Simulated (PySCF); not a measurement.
# KBe under other conditions

One physical setting of the base script is moved in each run, with the edits that it forces.

Method: each script names its method and basis; program: PySCF 2.14.0.

2 further runs of the same task are left out: 2 that didn't finish.

## (1) Starting geometry

KBe: 2 atoms, charge 0, spin multiplicity 2.

No contacts short enough for the rule that draws bonds.

## (2) The run that the others are compared with

input.py

```python
from pyscf import gto, dft

mol = gto.M(
    atom='K 0 0 0; Be 0 0 3.341',
    basis='def2-tzvp',
    charge=0,
    spin=1,
    verbose=3,
)
mf = dft.UKS(mol, xc='m06')
mf = mf.density_fit(auxbasis='def2-universal-jkfit')
mf.kernel()
mf.dip_moment()
print('orbital energies (hartree):', [e[max(0, n-3):n+3].round(4) for e, n in zip(mf.mo_energy, mol.nelec)])
```

Run with:

```console
> OMP_NUM_THREADS=1 python input.py
```

Its log is not repeated here.

Base result: E(SCF) = -614.550170 Eh, ⟨S²⟩ = 0.757, μ = 3.50 D.

The bond length is a typed value, not an optimised one.

## (3) PCM, ε = 4.71

Variant 1 changes solvent: none (gas phase) → PCM, ε = 4.71.

input.py

```python
from pyscf import gto, dft, solvent

mol = gto.M(
    atom='K 0 0 0; Be 0 0 3.341',
    basis='def2-tzvp',
    charge=0,
    spin=1,
    verbose=3,
)
mf = dft.UKS(mol, xc='m06')
mf = mf.density_fit(auxbasis='def2-universal-jkfit')
mf = solvent.PCM(mf)
mf.with_solvent.eps = 4.71
mf.kernel()
mf.dip_moment()
print('orbital energies (hartree):', [e[max(0, n-3):n+3].round(4) for e, n in zip(mf.mo_energy, mol.nelec)])
```

Run with:

```console
> OMP_NUM_THREADS=1 python input.py
```

## (4) Charge +1 (singlet)

Variant 2 changes charge: 0 → 1; spin (2S): 1 → 0.

input.py, as its differences from that of step 2:

```diff
@@ -5,4 +5,4 @@
     basis='def2-tzvp',
-    charge=0,
-    spin=1,
+    charge=1,
+    spin=0,
     verbose=3,
```

## (5) PCM, ε = 32.6

Variant 3 changes solvent: none (gas phase) → PCM, ε = 32.6.

input.py, as its differences from that of step 2:

```diff
@@ -1,2 +1,2 @@
-from pyscf import gto, dft
+from pyscf import gto, dft, solvent
 
@@ -11,2 +11,4 @@
 mf = mf.density_fit(auxbasis='def2-universal-jkfit')
+mf = solvent.PCM(mf)
+mf.with_solvent.eps = 32.6
 mf.kernel()
```

## (6) Charge +2

Variant 4 changes charge: 0 → 2.

input.py, as its differences from that of step 2:

```diff
@@ -5,3 +5,3 @@
     basis='def2-tzvp',
-    charge=0,
+    charge=2,
     spin=1,
```

## (7) Electric field 0.001 a.u.

Variant 5 changes electric field: none → 0.001 a.u.

input.py, as its differences from that of step 2:

```diff
@@ -11,2 +11,7 @@
 mf = mf.density_fit(auxbasis='def2-universal-jkfit')
+field = 0.001  # electric field along z, atomic units
+h = mf.get_hcore() + field*mol.intor('int1e_r')[2]
+mf.get_hcore = lambda *args: h
+e_nuc = mol.energy_nuc() - field*mol.atom_charges() @ mol.atom_coords()[:, 2]
+mf.energy_nuc = lambda *args: e_nuc
 mf.kernel()
```

## (8) Quartet

Variant 6 changes spin (2S): 1 → 3.

input.py, as its differences from that of step 2:

```diff
@@ -6,3 +6,3 @@
     charge=0,
-    spin=1,
+    spin=3,
     verbose=3,
```

Before running it: what results should come out? Wanted: for each run, E(SCF); from base; gap, α spin; SCF dipole.

As calculated:

```csv
run,E(SCF) (hartree),from base (eV),"gap, α spin (eV)",SCF dipole (D)
base,-614.550170,0,1.66,3.50
"PCM, ε = 4.71",-614.556403,-0.1696,1.80,11.65
charge +1 (singlet),-614.401796,+4.0375,4.59,n/a
"PCM, ε = 32.6",-614.560603,-0.2839,1.99,12.83
charge +2,-613.912591,+17.3494,5.96,n/a
electric field 0.001 a.u.,-614.549043,+0.0307,1.66,2.20
quartet,-614.458810,+2.4860,1.45,6.05
```

What this shows: Of the runs whose energies can be compared, “quartet” moves the SCF energy most (+2.486 eV). A continuum solvent with ε = 4.71 lowers the energy by 0.170 eV. At the SCF level, going to the singlet with one electron fewer costs 4.04 eV at fixed geometry. A continuum solvent with ε = 32.6 lowers the energy by 0.284 eV. The quartet solution found lies 2.49 eV above the base doublet at this geometry and level. The dearest run is “PCM, ε = 4.71”, at 9.5 s against 2.7 s.
